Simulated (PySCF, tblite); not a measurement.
# C7H14Si: geometry, infrared bands and NMR shifts

Aim: predict the infrared bands and NMR shifts of C7H14Si (`C#CC[Si@H](C)C(C)C`).

The runs use tblite 0.8.0 and PySCF 2.14.0, with density-fitted response routines of our own; the level of theory stands in each step. All values are computed, except where a source is named. Atoms count from 0, in the outputs and in this text.

### Step 1. The molecule as given

22 atoms, charge 0, multiplicity 1; geometry from: force field or distance geometry start.

Bonds of the start (Å): C0–C1 1.22, C1–C2 1.45, C2–Si3 1.89, Si3–C4 1.87, Si3–C5 1.94, C5–C6 1.53, C5–C7 1.53, C0–H8 1.06, C2–H9 1.09, C2–H10 1.10, Si3–H11 1.48, C4–H12 1.09, C4–H13 1.08, C4–H14 1.08, C5–H15 1.10, C6–H16 1.09, C6–H17 1.09, C6–H18 1.10, C7–H19 1.10, C7–H20 1.10, C7–H21 1.10.

### Step 2. Geometry optimisation with GFN2-xTB

Job settings and geometry (Å):

```
{"job": {"kind": "relax", "xc": "GFN2-xTB", "basis": "xTB"}, "charge": 0, "multiplicity": 1}
C      3.156100    -1.464900    -0.112000
C      2.429700    -0.608500    -0.583000
C      1.578300     0.422500    -1.148900
Si     0.152400     0.962100    -0.035500
C      0.802200     1.718500     1.550100
C     -0.990700    -0.553700     0.382900
C     -1.520800    -1.248400    -0.874800
C     -2.149400    -0.170000     1.307600
H      3.786400    -2.218900     0.297800
H      2.167400     1.309100    -1.385000
H      1.148400     0.065800    -2.101200
H     -0.677500     1.959100    -0.740800
H      1.468700     2.556600     1.328200
H     -0.010100     2.102600     2.157600
H      1.357500     0.997000     2.137000
H     -0.354700    -1.266500     0.937800
H     -0.704700    -1.605000    -1.506100
H     -2.147500    -0.584600    -1.470000
H     -2.129400    -2.119000    -0.594000
H     -1.795900     0.255800     2.253200
H     -2.757800    -1.051800     1.554700
H     -2.819200     0.561500     0.831100
```

Started as:

```console
> OMP_NUM_THREADS=1 python probes_run.py task.json out
```

One launch serves the whole session: the jobs run in the order shown.

**Question.** This job is followed by: GFN2-xTB harmonic vibrations, gas phase; GIAO PBE0/pcSseg-1 NMR shielding, non-relativistic, gas phase. Predict these results of the whole session: strongest single infrared mode (GFN2-xTB); zero-point energy (GFN2-xTB); 13C shifts against TMS (PBE0/pcSseg-1); 1H shifts against TMS (PBE0/pcSseg-1, means over atoms taken as alike); 29Si shifts against TMS (PBE0/pcSseg-1); surface potential, 1st and 99th percentile.

The runs gave:

| quantity | value |
| --- | --- |
| strongest single infrared mode (GFN2-xTB) | 2153 cm⁻¹, 363 km/mol |
| zero-point energy (GFN2-xTB) | 115.4 kcal/mol |
| 13C shifts against TMS (PBE0/pcSseg-1) | 86.1, 73.1, 20.4, 20.1, 15.8, 3.3, -7.0 ppm |
| 1H shifts against TMS (PBE0/pcSseg-1, means over atoms taken as alike) | 4.04, 1.83, 1.59, 1.28, 1.22, 1.11, 1.08, 0.24 ppm |
| 29Si shifts against TMS (PBE0/pcSseg-1) | -7.4 ppm |
| surface potential, 1st and 99th percentile | -0.93 V and 1.04 V |

The optimisation took 59 steps and gained 0.097 eV; among the close pairs (by a distance rule), C2–Si3 changed most, from 1.888 to 1.921 Å. No mode is imaginary among the 60: a minimum at this level. The strongest single mode, at 2153 cm⁻¹, moves mainly H11. GFN2-xTB is a fitted tight-binding method: band positions and strengths are rough. Its intensities can rank the bands wrongly. At PBE0/pcSseg-1: The largest span, 293 ppm, is at C1, where the paramagnetic term is -163 ppm.
